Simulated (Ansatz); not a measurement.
Task: a rigid scan of one bond length of C₂H₆SSi, SMILES C[SiH2]C=S, with Ansatz 0.2.0 through its Python package. Give the script and its output. Use (for the species named): r2SCAN, def2-SVP basis, multiplicity 1, D3BJ dispersion.

```xyz
10

C    -1.3714    0.1398   -0.1177
Si    0.2249   -0.1366    0.6498
C     1.5891   -0.2397   -0.6052
S     2.1318    1.1282   -1.4549
H    -1.6592   -0.5919   -0.8869
H    -2.2148    0.2011    0.6213
H    -1.4139    1.1569   -0.6317
H     0.1879   -1.4064    1.3802
H     0.5025    0.9207    1.7241
H     2.1064   -1.2233   -0.6760
```

`scan.py`:
```python
import ansatz as az
import matplotlib.pyplot as plt
import numpy as np

geometry_ang = [
    ("C", (-1.3714, 0.1398, -0.1177)),
    ("Si", (0.2249, -0.1366, 0.6498)),
    ("C", (1.5891, -0.2397, -0.6052)),
    ("S", (2.1318, 1.1282, -1.4549)),
    ("H", (-1.6592, -0.5919, -0.8869)),
    ("H", (-2.2148, 0.2011, 0.6213)),
    ("H", (-1.4139, 1.1569, -0.6317)),
    ("H", (0.1879, -1.4064, 1.3802)),
    ("H", (0.5025, 0.9207, 1.7241)),
    ("H", (2.1064, -1.2233, -0.676)),
]
system = az.Crystal.molecule()
for symbol, xyz in geometry_ang:
    system = system.atom(symbol, xyz)

symbols = [site.symbol for site in system.cartesian_sites]
start = np.array([site.position_ang for site in system.cartesian_sites])
axis = (start[6] - start[0]) / np.linalg.norm(start[6] - start[0])
moving = [6]
lengths, energies = [1.004, 1.049, 1.095, 1.14, 1.186, 1.232, 1.277, 1.346], []
for length in lengths:
    xyz = start.copy()
    xyz[moving] += (length - np.linalg.norm(start[6] - start[0])) * axis
    point = az.Crystal.molecule()
    for symbol, place in zip(symbols, xyz):
        point = point.atom(symbol, place.tolist())
    calculation = point.calculation().basis(gaussian="def2-SVP").functional("r2scan", dispersion="d3bj")
    summary = calculation.run(threads=1).report
    energies.append(summary["free_energy_ev"])
    print(f"r = {length:6.3f} A  E = {energies[-1]:.5f} eV  <S^2> = {abs(summary['mean_field']['state']['spin_squared']):.3f}")

fit = np.polynomial.Polynomial.fit(lengths, np.array(energies) - min(energies), 4).convert()
roots = [r.real for r in fit.deriv().roots() if abs(r.imag) < 1e-9 and fit.deriv(2)(r.real) > 0]
r_e = min(roots, key=lambda r: abs(r - lengths[int(np.argmin(energies))]))
print(f"minimum of the fit at {r_e:.4f} A, force constant {fit.deriv(2)(r_e):.2f} eV/A^2")
plt.figure(figsize=(4.5, 3))
plt.plot(lengths, np.array(energies) - min(energies), "o-")
plt.xlabel("bond length (A)")
plt.ylabel("E - E(min) (eV)")
plt.tight_layout()
plt.savefig("scan.png", dpi=100)
```

```console
$ python scan.py
DeckWarning: the engine holds no damping parameters fitted to this dispersion correction and functional, so the run takes those fitted to r2scan beside the three-body term, which d3bj leaves out (hamiltonian.dispersion, under Limitations)
r =  1.004 A  E = -20873.43647 eV  <S^2> = 0.000
r =  1.049 A  E = -20873.58269 eV  <S^2> = 0.000
r =  1.095 A  E = -20873.63813 eV  <S^2> = 0.000
r =  1.140 A  E = -20873.62125 eV  <S^2> = 0.000
r =  1.186 A  E = -20873.54834 eV  <S^2> = 0.000
r =  1.232 A  E = -20873.43277 eV  <S^2> = 0.000
r =  1.277 A  E = -20873.28887 eV  <S^2> = 0.000
r =  1.346 A  E = -20873.02718 eV  <S^2> = 0.000
minimum of the fit at 1.1052 A, force constant 32.80 eV/A^2
```
(Warnings from the package without file and line.)

Notes:
- Total energies depend on the basis set; only differences at equal settings carry meaning.
- The rest of the molecule is held rigid at a force-field or estimated start geometry, and the basis set is modest; single-reference methods fail as a bond breaks.
- The orbitals are restricted, so S² is zero by construction.
- A dispersion term here runs with damping parameters fitted for another variant or functional.
- Finished in 23 s on 1 thread of Intel(R) Xeon(R) Platinum 8488C (Sapphire Rapids), with other jobs on the host, peak memory 0.26 GiB.
